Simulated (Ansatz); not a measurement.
**GeH3NaS (SMILES [Na][S][GeH3]): single points off equilibrium**

The task here is to estimate one member of a computed series from the others.

The runs use Ansatz 0.2.0, Gaussian basis; single points in def2-TZVPP.

Correlated methods freeze the cores. Filled d shells of the heavier atoms are correlated. The outer core shell of Li, Na, Mg and K is correlated.

**The starting structure**

SMILES `[Na][S][GeH3]`, 6 atoms, charge 0, spin multiplicity 1.

Atoms are counted from 1 here; the program's logs count them from 0.

Bond lengths: Na1–S2 2.674 Å, S2–Ge3 2.242 Å, Ge3–H4 1.633 Å, Ge3–H5 1.575 Å, Ge3–H6 1.566 Å. Angles: Na1–S2–Ge3 107.7°, S2–Ge3–H4 116.3°, S2–Ge3–H5 107.8°, S2–Ge3–H6 110.9°, H4–Ge3–H5 107.8°, H4–Ge3–H6 104.2°, H5–Ge3–H6 109.7°.

As a file:

```
Na   -0.0258   -2.8153    1.7099
S     1.3559   -1.0424    0.2615
Ge   -0.0567    0.5865   -0.3524
H    -1.3581    0.1246   -1.2239
H     0.7528    1.6275   -1.2127
H    -0.6672    1.2995    0.9006
```

The first run:

Input file run/in.yaml:

```yaml
crystal:
  periodic: [false, false, false]
  atoms:
    - {symbol: Na, position_ang: [-0.025800, -2.815300, 1.709900]}
    - {symbol: S, position_ang: [1.355900, -1.042400, 0.261500]}
    - {symbol: Ge, position_ang: [-0.056700, 0.586500, -0.352400]}
    - {symbol: H, position_ang: [-1.358100, 0.124600, -1.223900]}
    - {symbol: H, position_ang: [0.752800, 1.627500, -1.212700]}
    - {symbol: H, position_ang: [-0.667200, 1.299500, 0.900600]}
basis:
  gaussian: {orbitals: def2-TZVPP}
correlation: {method: ccsd_t}
output: {forces: true}
```

No record of the launch command was kept for these runs.

Steps of the session up to this table: CCSD(T)/def2-TZVPP; PBE0-D4/def2-TZVPP; wB97M-V/def2-TZVPP; r2SCAN-D4/def2-TZVPP; PBE-D4/def2-TZVPP; r2SCAN0-D4/def2-TZVPP; wB97X-V/def2-TZVPP.

One table of the session follows, with a row left open; its other results are not shown here.

```
    method  RMS force component (eV/Å)  angle to CCSD(T) forces (°)  dipole (D)
   CCSD(T)                       0.444                    reference        9.69
   PBE0-D4                       0.436                          6.2        9.36
   wB97M-V                       0.462                          1.9        9.45
 r2SCAN-D4                           ?                            ?           ?
    PBE-D4                       0.351                         13.2        8.82
r2SCAN0-D4                       0.488                          6.5        9.70
   wB97X-V                       0.477                          6.9        9.69
```

Q: Estimate the row for r2SCAN-D4 from the others.

As computed: RMS force component (eV/Å): 0.433; angle to CCSD(T) forces (°): 4.3; dipole (D): 9.53. In the column «RMS force component (eV/Å)» it lies between PBE-D4 (0.351) and PBE0-D4 (0.436).
